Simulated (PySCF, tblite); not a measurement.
# C₃H₁₀Ge: dynamics, then NMR shifts on frames, part 2 of 2

tblite 0.8.0 and PySCF 2.14.0. Atoms count from 0. Earlier steps stand in the parts before.

**5. Shielding tensors: 625 fs, PBE0/pcSseg-1**

What the job is given:

```
{"job": {"kind": "nmr", "xc": "PBE0", "basis": "pcSseg-1", "pop": false}, "charge": 0, "multiplicity": 1}
C     -1.616000    -0.906000    -0.030500
C     -1.019100     0.017000     0.991800
C      0.197700     0.673400     0.421000
Ge     1.796600    -0.226300    -0.281700
H     -1.774500    -0.381000    -0.999300
H     -2.560700    -1.086200     0.419700
H     -1.100700    -1.823500    -0.275900
H     -1.740000     0.758300     1.306400
H     -0.917400    -0.529500     1.910700
H      0.525100     1.293400     1.304800
H     -0.079200     1.352900    -0.327800
H      2.807300    -1.035700     0.551500
H      1.410100    -1.019200    -1.380100
H      2.554200     0.944600    -0.848700
```

With the program's defaults for keys left out, this is: GIAO PBE0/pcSseg-1 NMR shielding, non-relativistic, gas phase.

What it wrote:

```text
coarse grid: 47680 points
cycle   1  E = -2196.5791418798  dE = -4.370e-01  |g| = 8.991e-01  |ddm| = 3.222e+00
cycle   2  E = -2196.5457421831  dE =  3.340e-02  |g| = 9.267e-01  |ddm| = 9.588e-01
cycle   3  E = -2196.6489762975  dE = -1.032e-01  |g| = 9.409e-02  |ddm| = 6.197e-01
cycle   4  E = -2196.6506888618  dE = -1.713e-03  |g| = 3.446e-02  |ddm| = 1.036e-01
cycle   5  E = -2196.6509621097  dE = -2.732e-04  |g| = 4.116e-03  |ddm| = 3.018e-02
cycle   6  E = -2196.6509657003  dE = -3.591e-06  |g| = 6.985e-04  |ddm| = 4.766e-03
final grid: 100384 points
cycle   7  E = -2196.6510341383  dE = -3.852e-08  |g| = 7.298e-04  |ddm| = 1.850e-03
cycle   8  E = -2196.6510341059  dE =  3.241e-08  |g| = 8.578e-04  |ddm| = 1.268e-03
cycle   9  E = -2196.6510342627  dE = -1.568e-07  |g| = 4.504e-05  |ddm| = 6.301e-04
cycle  10  E = -2196.6510342631  dE = -4.029e-10  |g| = 4.921e-06  |ddm| = 4.750e-05
converged SCF energy = -2196.6510342631

GIAO shielding tensors (ppm)
atom      isotropic    diamagn.    paramagn.     s11        s22        s33       span
  0 C      169.965     245.802     -75.837    148.473    174.116    187.307     38.834
  1 C      164.302     247.537     -83.234    148.137    161.600    183.170     35.033
  2 C      173.335     249.201     -75.866    156.922    172.800    190.283     33.362
  3 Ge    1590.288    2755.380   -1165.092   1477.687   1603.180   1689.996    212.308
  4 H       30.606      29.636       0.970     27.255     28.481     36.083      8.827
  5 H       30.645      28.923       1.723     24.904     28.421     38.611     13.708
  6 H       30.658      30.130       0.528     26.750     29.678     35.546      8.796
  7 H       30.270      31.199      -0.929     24.964     28.647     37.199     12.234
  8 H       30.552      31.471      -0.919     26.616     28.797     36.242      9.627
  9 H       29.272      29.625      -0.353     22.448     29.313     36.054     13.606
 10 H       31.854      33.083      -1.229     25.443     31.517     38.602     13.159
 11 H       27.627      28.045      -0.418     21.669     22.142     39.070     17.401
 12 H       29.415      31.266      -1.850     21.607     24.733     41.907     20.300
 13 H       28.443      29.073      -0.630     21.398     23.595     40.335     18.938
```

It took 8.2 s on 1 thread of Intel Xeon 6975P-C, shared host; peak memory 0.83 GiB.

Key values: δ C1 22.6, C0 17.0, C2 13.6, Ge3 -259, H11 4.09, H13 3.27 ppm.

**6. NMR shieldings: 800 fs, PBE0/pcSseg-1**

What the job is given:

```
{"job": {"kind": "nmr", "xc": "PBE0", "basis": "pcSseg-1", "pop": false}, "charge": 0, "multiplicity": 1}
C     -1.595600    -0.946400     0.469600
C     -0.631600    -0.100500     1.225600
C      0.231400     0.519000     0.206100
Ge     2.036200    -0.348000    -0.163900
H     -1.557600    -0.749700    -0.553100
H     -2.628300    -0.761600     0.789700
H     -1.338800    -1.959400     0.712100
H     -1.043600     0.589900     1.887500
H     -0.032600    -0.808700     1.927400
H      0.715700     1.403500     0.599700
H     -0.276700     0.693400    -0.827400
H      2.676500    -0.732100     1.058300
H      1.985400    -1.577600    -1.173200
H      2.956900     0.659900    -0.634400
```

With the program's defaults for keys left out, this is: GIAO PBE0/pcSseg-1 NMR shielding, non-relativistic, gas phase.

What it wrote:

```text
coarse grid: 47680 points
cycle   1  E = -2196.5660291225  dE = -4.525e-01  |g| = 8.952e-01  |ddm| = 3.202e+00
cycle   2  E = -2196.5271424097  dE =  3.889e-02  |g| = 9.333e-01  |ddm| = 9.676e-01
cycle   3  E = -2196.6337145917  dE = -1.066e-01  |g| = 1.107e-01  |ddm| = 6.581e-01
cycle   4  E = -2196.6362561293  dE = -2.542e-03  |g| = 4.145e-02  |ddm| = 1.304e-01
cycle   5  E = -2196.6366556674  dE = -3.995e-04  |g| = 4.717e-03  |ddm| = 3.748e-02
cycle   6  E = -2196.6366607247  dE = -5.057e-06  |g| = 9.320e-04  |ddm| = 6.054e-03
final grid: 100384 points
cycle   7  E = -2196.6366454306  dE = -8.220e-08  |g| = 8.991e-04  |ddm| = 2.188e-03
cycle   8  E = -2196.6366454244  dE =  6.223e-09  |g| = 1.008e-03  |ddm| = 1.727e-03
cycle   9  E = -2196.6366456314  dE = -2.071e-07  |g| = 9.259e-05  |ddm| = 7.882e-04
cycle  10  E = -2196.6366456330  dE = -1.564e-09  |g| = 5.781e-06  |ddm| = 8.640e-05
cycle  11  E = -2196.6366456330  dE = -1.182e-11  |g| = 3.087e-06  |ddm| = 7.804e-06
converged SCF energy = -2196.6366456330

GIAO shielding tensors (ppm)
atom      isotropic    diamagn.    paramagn.     s11        s22        s33       span
  0 C      169.320     246.307     -76.987    131.155    178.985    197.821     66.667
  1 C      166.862     247.172     -80.309    149.230    171.218    180.138     30.908
  2 C      163.979     247.998     -84.018    122.963    172.757    196.217     73.254
  3 Ge    1533.216    2755.756   -1222.540   1404.551   1494.692   1700.404    295.853
  4 H       32.404      31.585       0.819     27.620     33.361     36.231      8.611
  5 H       29.967      28.306       1.661     25.269     27.566     37.067     11.798
  6 H       29.876      29.761       0.115     24.851     28.564     36.213     11.363
  7 H       30.964      31.757      -0.793     25.845     29.326     37.719     11.873
  8 H       28.818      29.970      -1.152     24.467     28.185     33.801      9.334
  9 H       29.960      31.390      -1.430     23.506     30.715     35.659     12.152
 10 H       29.334      29.298       0.036     24.193     28.966     34.843     10.651
 11 H       29.188      31.137      -1.949     22.494     23.686     41.384     18.890
 12 H       26.721      27.520      -0.799     20.870     22.662     36.632     15.762
 13 H       28.790      30.557      -1.767     21.686     23.102     41.584     19.898
```

Wall time 8.5 s (1 thread of Intel Xeon 6975P-C, shared host); peak memory 0.76 GiB.

Key values: δ C2 22.9, C1 20.1, C0 17.6, Ge3 -202, H12 5.00, H13 2.93 ppm.

**7. Nuclear shieldings: 1000 fs, PBE0/pcSseg-1**

What the job is given:

```
{"job": {"kind": "nmr", "xc": "PBE0", "basis": "pcSseg-1", "pop": false}, "charge": 0, "multiplicity": 1}
C     -1.311500    -0.930900     0.371100
C     -0.660200     0.119300     1.348300
C      0.534400     0.787700     0.642700
Ge     2.092400    -0.394900     0.219900
H     -0.606800    -1.382100    -0.324300
H     -2.022100    -0.334700    -0.206900
H     -1.812500    -1.816100     0.733400
H     -1.481400     0.802100     1.766300
H     -0.382100    -0.419000     2.217400
H      0.895800     1.755300     1.124200
H      0.058200     1.004100    -0.284100
H      2.604400    -1.044200     1.461100
H      1.814300    -1.463300    -0.836800
H      3.292700     0.427600    -0.136800
```

With the program's defaults for keys left out, this is: GIAO PBE0/pcSseg-1 NMR shielding, non-relativistic, gas phase.

What it wrote:

```text
coarse grid: 47680 points
cycle   1  E = -2196.5941711843  dE = -6.584e-01  |g| = 8.789e-01  |ddm| = 3.150e+00
cycle   2  E = -2196.5689466908  dE =  2.522e-02  |g| = 8.889e-01  |ddm| = 8.757e-01
cycle   3  E = -2196.6553117728  dE = -8.637e-02  |g| = 8.937e-02  |ddm| = 5.599e-01
cycle   4  E = -2196.6567029345  dE = -1.391e-03  |g| = 3.318e-02  |ddm| = 9.473e-02
cycle   5  E = -2196.6569759782  dE = -2.730e-04  |g| = 3.920e-03  |ddm| = 2.952e-02
cycle   6  E = -2196.6569794031  dE = -3.425e-06  |g| = 7.474e-04  |ddm| = 4.639e-03
final grid: 100384 points
cycle   7  E = -2196.6569735494  dE = -5.060e-08  |g| = 7.447e-04  |ddm| = 1.945e-03
cycle   8  E = -2196.6569735201  dE =  2.932e-08  |g| = 8.675e-04  |ddm| = 1.425e-03
cycle   9  E = -2196.6569736902  dE = -1.701e-07  |g| = 6.326e-05  |ddm| = 6.918e-04
cycle  10  E = -2196.6569736911  dE = -8.999e-10  |g| = 4.433e-06  |ddm| = 7.037e-05
converged SCF energy = -2196.6569736911

GIAO shielding tensors (ppm)
atom      isotropic    diamagn.    paramagn.     s11        s22        s33       span
  0 C      170.459     249.944     -79.485    144.268    174.309    192.801     48.533
  1 C      163.011     244.127     -81.116    146.977    163.811    178.245     31.269
  2 C      170.431     249.934     -79.504    147.666    172.457    191.169     43.504
  3 Ge    1576.339    2754.489   -1178.149   1488.640   1532.395   1707.983    219.344
  4 H       31.083      32.512      -1.429     25.185     32.881     35.182      9.997
  5 H       30.321      30.786      -0.464     25.659     27.999     37.306     11.646
  6 H       30.787      29.887       0.901     26.550     27.197     38.615     12.065
  7 H       28.902      28.210       0.692     23.699     26.656     36.351     12.651
  8 H       30.673      31.029      -0.356     26.499     29.263     36.257      9.757
  9 H       29.386      28.833       0.553     22.777     27.670     37.710     14.934
 10 H       31.032      32.839      -1.807     26.468     30.937     35.692      9.223
 11 H       28.399      29.157      -0.757     21.848     23.280     40.070     18.222
 12 H       27.468      28.236      -0.769     20.595     23.720     38.088     17.493
 13 H       28.126      28.672      -0.546     21.547     22.527     40.304     18.756
```

Wall time 8.4 s (1 thread of Intel Xeon 6975P-C, shared host); peak memory 0.78 GiB.

Key values: δ C1 23.9, C2 16.5, C0 16.5, Ge3 -245, H12 4.25, H13 3.59 ppm.

**8. Comparing the runs: NMR shifts**

Shifts (ppm) of some atoms, chosen among heavy atoms and hydrogens apart, with basis size and wall time:

| frame | C1 | C0 | C2 | H12 | H4 | H10 | Ge3 | functions | time |
| --- | --- | --- | --- | --- | --- | --- | --- | --- | --- |
| 250 fs | 21.3 | 14.2 | 11.7 | 2.44 | 1.19 | 0.56 | -269 | 142 | 8.8 s |
| 425 fs | 33.3 | 23.3 | 23.9 | 3.39 | 1.56 | 2.82 | -274 | 142 | 8.4 s |
| 625 fs | 22.6 | 17.0 | 13.6 | 2.30 | 1.11 | -0.14 | -259 | 142 | 8.2 s |
| 800 fs | 20.1 | 17.6 | 22.9 | 5.00 | -0.69 | 2.38 | -202 | 142 | 8.5 s |
| 1000 fs | 23.9 | 16.5 | 16.5 | 4.25 | 0.63 | 0.68 | -245 | 142 | 8.4 s |

**9. Results**

What follows sums up all 2 parts.

| quantity | value |
| --- | --- |
| thermostat | 400 K |
| mean temperature, second half | 400 K |
| mean potential energy above the minimum | 0.71 eV |
| ¹³C shifts against TMS (PBE0/pcSseg-1, 250 fs) | 21.3, 14.2, 11.7 ppm |
| ¹H shifts against TMS (PBE0/pcSseg-1, 250 fs) | 3.06, 2.44, 2.21, 1.84, 1.62, 1.37, 1.19, 0.87, 0.56, 0.20 ppm |
| ⁷³Ge shifts against GeMe4 (PBE0/pcSseg-1, 250 fs) | -269 ppm |
| range of the shift of Ge3 | -274 to -202 ppm |

In words: In the second half the potential energy averages 0.71 eV above the minimum; equipartition over 36 harmonic modes at 400 K would give 0.62 eV. With 14 atoms the temperature swings widely (171 to 518 K). Shifts at one fixed geometry are not the observed spectrum, which averages over the motion. In the first frame run (250 fs): Shielding is most anisotropic at Ge3 (span 278 ppm, paramagnetic term -1156 ppm). Across the 5 runs the shift of Ge3 moves most, between -274 (425 fs) and -202 ppm (800 fs). Spin-orbit coupling is left out, which matters for shieldings and couplings at and beside the heavy atoms.
